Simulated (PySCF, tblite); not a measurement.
# C8H15P: geometry, infrared bands and NMR shifts

What infrared bands and NMR shifts should C8H15P (`C#CP(CCC)C(C)C`) show?

The runs use tblite 0.8.0 and PySCF 2.14.0, with density-fitted response routines of our own; the level of theory stands in each step. All values are computed, except where a source is named. Atoms are numbered from 0 throughout.

### Step 1. The molecule as given

24 atoms, charge 0, multiplicity 1; geometry from: force field or distance geometry start.

Bonds of the start (Å): C0–C1 1.19, C1–P2 1.85, P2–C3 1.84, C3–C4 1.52, C4–C5 1.52, P2–C6 1.87, C6–C7 1.54, C6–C8 1.52, C0–H9 1.06, C3–H10 1.10, C3–H11 1.10, C4–H12 1.10, C4–H13 1.11, C5–H14 1.10, C5–H15 1.08, C5–H16 1.10, C6–H17 1.10, C7–H18 1.10, C7–H19 1.10, C7–H20 1.09, C8–H21 1.10, C8–H22 1.11, C8–H23 1.09.

### Step 2. Optimising the geometry with GFN2-xTB

Job settings and geometry (Å):

```
{"job": {"kind": "relax", "xc": "GFN2-xTB", "basis": "xTB"}, "charge": 0, "multiplicity": 1}
C      0.115100     1.265700    -3.038100
C     -0.108900     1.200400    -1.868100
P     -0.413800     1.088600    -0.050100
C      1.032500     0.066300     0.436400
C      2.342800     0.843400     0.402400
C      3.512500    -0.010800     0.846900
C     -1.774300    -0.194900    -0.046800
C     -2.082000    -0.648900     1.388300
C     -3.046300     0.345600    -0.688300
H      0.288700     1.337200    -4.079100
H      0.870700    -0.295200     1.467900
H      1.096900    -0.830500    -0.194800
H      2.275800     1.733200     1.047900
H      2.547300     1.202000    -0.624800
H      3.374200    -0.344800     1.881500
H      3.632100    -0.887100     0.218800
H      4.447100     0.571200     0.811000
H     -1.438500    -1.072800    -0.619900
H     -2.902200    -1.384900     1.389400
H     -2.390900     0.185800     2.026500
H     -1.228300    -1.126500     1.860800
H     -3.844500    -0.405500    -0.674700
H     -3.420700     1.241100    -0.149000
H     -2.897000     0.621200    -1.736800
```

Started as:

```bash
> OMP_NUM_THREADS=1 python probes_run.py task.json out
```

One launch serves the whole session: the jobs run in the order shown.

**Question.** This job is followed by: GFN2-xTB harmonic vibrations, gas phase; GIAO PBE0/pcSseg-1 NMR shielding, non-relativistic, gas phase. Predict these results of the whole session: strongest single infrared mode (GFN2-xTB); zero-point energy (GFN2-xTB); 13C shifts against TMS (PBE0/pcSseg-1, means over atoms taken as alike); 1H shifts against TMS (PBE0/pcSseg-1, means over atoms taken as alike); 31P shifts against H3PO4 (PBE0/pcSseg-1); surface potential, 1st and 99th percentile.

As calculated:

```
                                                               quantity                                          value
                              strongest single infrared mode (GFN2-xTB)                           3011 cm⁻¹, 95 km/mol
                                           zero-point energy (GFN2-xTB)                                 128.7 kcal/mol
13C shifts against TMS (PBE0/pcSseg-1, means over atoms taken as alike)  100.3, 93.1, 38.7, 37.0, 24.4, 22.1, 18.9 ppm
 1H shifts against TMS (PBE0/pcSseg-1, means over atoms taken as alike)         2.32, 1.92, 1.67, 1.58, 1.24, 1.15 ppm
                               31P shifts against H3PO4 (PBE0/pcSseg-1)                                      -58.7 ppm
                                  surface potential, 1st and 99th percentile                             -0.98 V and 1.26 V
```

What this shows: Relaxing lowered the energy by 0.162 eV in 92 steps; the close pair that moved most is C1–P2, from 1.847 to 1.769 Å. No mode is imaginary among the 66: a minimum at this level. The strongest single mode, at 3011 cm⁻¹, moves mainly H21. GFN2-xTB is a fitted tight-binding method: band positions and strengths are rough. Its intensities can rank the bands wrongly. At PBE0/pcSseg-1: Shielding is most anisotropic at C1 (span 307 ppm, paramagnetic term -178 ppm).
